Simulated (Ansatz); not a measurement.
# CH8OSn: the cost of one run

Method: UKS PBE/def2-SVP, in Ansatz 0.2.0.

## (1) The system as given

Bond lengths: Sn1–O2 2.395 Å, O2–C3 1.392 Å, Sn1–H4 1.706 Å, Sn1–H5 1.710 Å, Sn1–H6 1.710 Å, C3–H9 1.095 Å, C3–H10 1.092 Å, C3–H11 1.094 Å. Angles: Sn1–O2–C3 139.1°, O2–Sn1–H4 91.5°, O2–Sn1–H5 116.7°, O2–Sn1–H6 117.5°, H4–Sn1–H5 105.7°, H4–Sn1–H6 106.0°, H5–Sn1–H6 114.9°, O2–C3–H9 110.8°, O2–C3–H10 108.8°, O2–C3–H11 110.2°, H9–C3–H10 108.8°, H9–C3–H11 109.6°, H10–C3–H11 108.6°.

Coordinates:

```xyz
11

Sn   -0.3081    1.6332    0.4802
O     0.3383   -0.6120   -0.0455
C    -0.1222   -1.6925   -0.7922
H    -1.7005    1.5103   -0.4983
H     0.6336    2.8840   -0.2085
H    -0.8709    1.9435    2.0649
H     1.2850   -0.2827    0.7544
H     1.4986    0.5412    1.2414
H    -0.4627   -2.5009   -0.1370
H    -0.9608   -1.3618   -1.4084
H     0.6697   -2.0623   -1.4510
```

## (2) A restrained relaxation towards end A

Springs on the bonds that form and break draw the guess towards this end; the thresholds are loose.

The input, input.yaml:

```yaml
crystal:
  periodic: [false, false, false]
  atoms:
    - { symbol: Sn, position_ang: [-0.3081, 1.6332, 0.4802] }
    - { symbol: O, position_ang: [0.3383, -0.612, -0.0455] }
    - { symbol: C, position_ang: [-0.1222, -1.6925, -0.7922] }
    - { symbol: H, position_ang: [-1.7005, 1.5103, -0.4983] }
    - { symbol: H, position_ang: [0.6336, 2.884, -0.2085] }
    - { symbol: H, position_ang: [-0.8709, 1.9435, 2.0649] }
    - { symbol: H, position_ang: [1.285, -0.2827, 0.7544] }
    - { symbol: H, position_ang: [1.4986, 0.5412, 1.2414] }
    - { symbol: H, position_ang: [-0.4627, -2.5009, -0.137] }
    - { symbol: H, position_ang: [-0.9608, -1.3618, -1.4084] }
    - { symbol: H, position_ang: [0.6697, -2.0623, -1.451] }
magnetization:
  spin_polarized: true
basis:
  gaussian: { orbitals: def2-SVP }
hamiltonian:
  xc: pbe
relax:
  f_tol: 0.15
  max_steps: 25
  restrain:
    - { distance: [0, 7], at: 3.0, k: 30.0 }
    - { distance: [6, 1], at: 2.27, k: 30.0 }
    - { distance: [0, 1], at: 2.05, k: 30.0 }
    - { distance: [6, 7], at: 0.62, k: 30.0 }
```

Launch:

```console
ansatz run input.yaml --threads 2 --pin off --max-ram 3072MiB --backend cpu --events-out ev --progress --plain --runs-dir out
```

What time and memory should one allow on 2 threads of Arm Neoverse V2, shared host?

About 42 s, with a peak of 0.15 GiB.
